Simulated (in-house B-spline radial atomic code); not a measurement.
# In⁵⁺: a fraction of an electron moved 4d → 4f

How does the BHandHLYP energy of In⁵⁺ change when part of an electron is moved 4d → 4f?

The numbers are computed with in-house B-spline radial atomic code version 1 (scalar-relativistic (spin-free one-electron X2C) BHandHLYP, spin-polarised, spherical fractional occupations, Fermi nucleus, basis-set limit), except any that are marked as measured or tabulated.

### 1 The atom as given

```
element       : indium (Z = 49)
charge        : +5
electrons     : 44
configuration : [Kr] 4d8
Hamiltonian   : scalar-relativistic (X2C)
nucleus       : Fermi, rms radius 4.616 fm
```

Outer shells as boxes (Hund's rule):

[Kr] 4d8
```
[Kr] core
4d [↑↓][↑↓][↑↓][↑ ][↑ ]
```

Where spins are not typed, each open shell is filled with up spins first.

### 2 The start, at fraction 0

Settings, as recorded:

```ini
Z = 49
electrons = 44.0
configuration = [Kr] 4d8
hamiltonian = x2c
method = bhandhlyp
spin_polarised = True
nucleus = fermi
rms_radius = 4.6156
mass_number = 115
atomic_mass = 114.903878772
speed_of_light = 137.035999084
```

### 3 0.125 electron moved 4d → 4f

Changes to the settings of step 2:

```diff
@@ -2,3 +2,3 @@
 electrons = 44.0
-configuration = [Kr] 4d8
+configuration = [Kr] 4d7.875 4f0.125
 hamiltonian = x2c
```

### 4 0.25 electron moved 4d → 4f

Changes to the settings of step 3:

```diff
@@ -2,3 +2,3 @@
 electrons = 44.0
-configuration = [Kr] 4d7.875 4f0.125
+configuration = [Kr] 4d7.75 4f0.25
 hamiltonian = x2c
```

### 5 0.375 electron moved 4d → 4f

Changes to the settings of step 4:

```diff
@@ -2,3 +2,3 @@
 electrons = 44.0
-configuration = [Kr] 4d7.75 4f0.25
+configuration = [Kr] 4d7.625 4f0.375
 hamiltonian = x2c
```

### 6 0.5 electron moved 4d → 4f

Changes to the settings of step 5:

```diff
@@ -2,3 +2,3 @@
 electrons = 44.0
-configuration = [Kr] 4d7.625 4f0.375
+configuration = [Kr] 4d7.5 4f0.5
 hamiltonian = x2c
```

### 7 0.625 electron moved 4d → 4f

Changes to the settings of step 6:

```diff
@@ -2,3 +2,3 @@
 electrons = 44.0
-configuration = [Kr] 4d7.5 4f0.5
+configuration = [Kr] 4d7.375 4f0.625
 hamiltonian = x2c
```

### 8 0.75 electron moved 4d → 4f

Changes to the settings of step 7:

```diff
@@ -2,3 +2,3 @@
 electrons = 44.0
-configuration = [Kr] 4d7.375 4f0.625
+configuration = [Kr] 4d7.25 4f0.75
 hamiltonian = x2c
```

### 9 0.875 electron moved 4d → 4f

Changes to the settings of step 8:

```diff
@@ -2,3 +2,3 @@
 electrons = 44.0
-configuration = [Kr] 4d7.25 4f0.75
+configuration = [Kr] 4d7.125 4f0.875
 hamiltonian = x2c
```

### 10 1 electron moved 4d → 4f

Changes to the settings of step 9:

```diff
@@ -2,3 +2,3 @@
 electrons = 44.0
-configuration = [Kr] 4d7.125 4f0.875
+configuration = [Kr] 4d7 4f1
 hamiltonian = x2c
```

**Question.** How does the energy change with the fraction, and which way and how far does it bend from the straight line between the ends?

The runs gave:

| fraction | energy change (eV) | less the straight line (eV) | level 4d down (eV) | level 4f up (eV) | sum of <r²> (bohr²) |
| --- | --- | --- | --- | --- | --- |
| 0 | 0.0000 | 0.0000 | -83.414 | empty | 20.438 |
| 0.125 | 6.9828 | 0.0348 | -83.832 | -27.949 | 20.975 |
| 0.25 | 13.9673 | 0.0714 | -84.210 | -28.350 | 21.464 |
| 0.375 | 20.9457 | 0.1018 | -84.551 | -28.764 | 21.910 |
| 0.5 | 27.9124 | 0.1205 | -84.856 | -29.182 | 22.316 |
| 0.625 | 34.8630 | 0.1233 | -85.128 | -29.597 | 22.685 |
| 0.75 | 41.7940 | 0.1062 | -85.369 | -30.009 | 23.022 |
| 0.875 | 48.7018 | 0.0662 | -85.580 | -30.417 | 23.331 |
| 1 | 55.5836 | 0.0000 | -85.762 | -30.820 | 23.613 |

From fraction 0 to 1 the energy changes by 55.584 eV. It bulges over the straight line by up to 0.12 eV (at 0.625). Slater's transition state, the slope from the orbital energies at fraction 0.5 (Janak's theorem), gives 55.675 eV for the whole step. Here exact exchange is taken at spherical fractional occupations, which leaves self-interaction in open p, d and f shells; that spoils the energies somewhat, at whole numbers too.
